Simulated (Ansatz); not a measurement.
# AlAsH₃ (doublet): wave-function methods side by side at a displaced geometry (v1), cc-pVDZ

One table from this session's results is given with a row withheld; the runs are named, their logs left out.

Method: cc-pVDZ, core rule «outside noble gas», up to 19 orbitals frozen; program: Ansatz 0.2.0, Gaussian basis.

To be run: UHF; CCSD(T) on ROHF; CCSD(T) on UHF; BCCD(T) on ROHF; CISD as a restricted active space (open shells left free, so some higher excitations enter); CCSDT(Q) on ROHF; CCSDT(Q) on UHF.

18 further runs of the same task are left out: 7 that didn't finish, 11 set aside as unsound or not needed. Runs told in other sessions of the task aren't counted.

### The system

The geometry is a PBE0/def2-TZVP stationary point (not a proven minimum) with its atoms shifted at random (size 0.040 Å). No spin-orbit coupling is included. The filled d shell of As may be among the frozen orbitals whatever the setting's name suggests.

5 atoms, charge 0, spin multiplicity 2.

Atoms are counted from 1 here; the program's logs count them from 0.

Bond lengths: Al1–As2 2.467 Å, Al1–H3 1.619 Å, As2–H4 1.478 Å, As2–H5 1.475 Å. Angles: As2–Al1–H3 113.2°, Al1–As2–H4 88.3°, Al1–As2–H5 96.6°, H4–As2–H5 97.0°.

Set-up of the first run:

in.yaml reads:

```yaml
crystal:
  periodic: [false, false, false]
  atoms:
    - {symbol: Al, position_ang: [0.032587, -0.120484, 1.799613]}
    - {symbol: As, position_ang: [-0.036115, 0.031407, -0.661499]}
    - {symbol: H, position_ang: [0.002646, 1.324828, 2.528484]}
    - {symbol: H, position_ang: [1.203110, 0.835267, -0.603526]}
    - {symbol: H, position_ang: [0.606389, -1.269352, -0.928659]}
basis:
  gaussian: {orbitals: cc-pVDZ}
magnetization: {spin_polarized: true, initial_magnetization: 1}
hamiltonian: {xc: hf}
output: {orbitals: {seedname: orbitals}}
```

On the command line:

```bash
> ansatz run in.yaml --threads 1 --pin off --events-out ev --progress --plain --max-ram 2393MiB
```

Steps of the session up to this table: UHF; CCSD(T) on ROHF; CCSD(T) on UHF; BCCD(T) on ROHF; CISD as a restricted active space (open shells left free, so some higher excitations enter); CCSDT(Q) on ROHF; CCSDT(Q) on UHF.

One of the session's tables, all rows but one given; the rest of the session is left out.

```
   method  from UCCSDT(Q) (kcal/mol)
     ROHF                    +128.57
      UHF                    +127.69
     RMP2                     +26.63
     UMP2                     +26.51
     CISD                     +14.26
    RCCSD                      +4.38
    UCCSD                          ?
 RCCSD(T)                      +0.88
 UCCSD(T)                      +0.87
  BCCD(T)                      +0.86
   RCCSDT                      +0.21
   UCCSDT                      +0.20
RCCSDT(Q)                      +0.02
UCCSDT(Q)                          0
```

Q: Estimate the row for UCCSD from the others.

**Answer.** from UCCSDT(Q) (kcal/mol): +4.33. In the column «from UCCSDT(Q) (kcal/mol)» it lies between RCCSD(T) (+0.88) and RCCSD (+4.38).

To keep in mind: Restricted and unrestricted rows rest on different reference determinants; a gap between their highest levels can come from leftover correlation error, from unlike frozen cores or from another state.
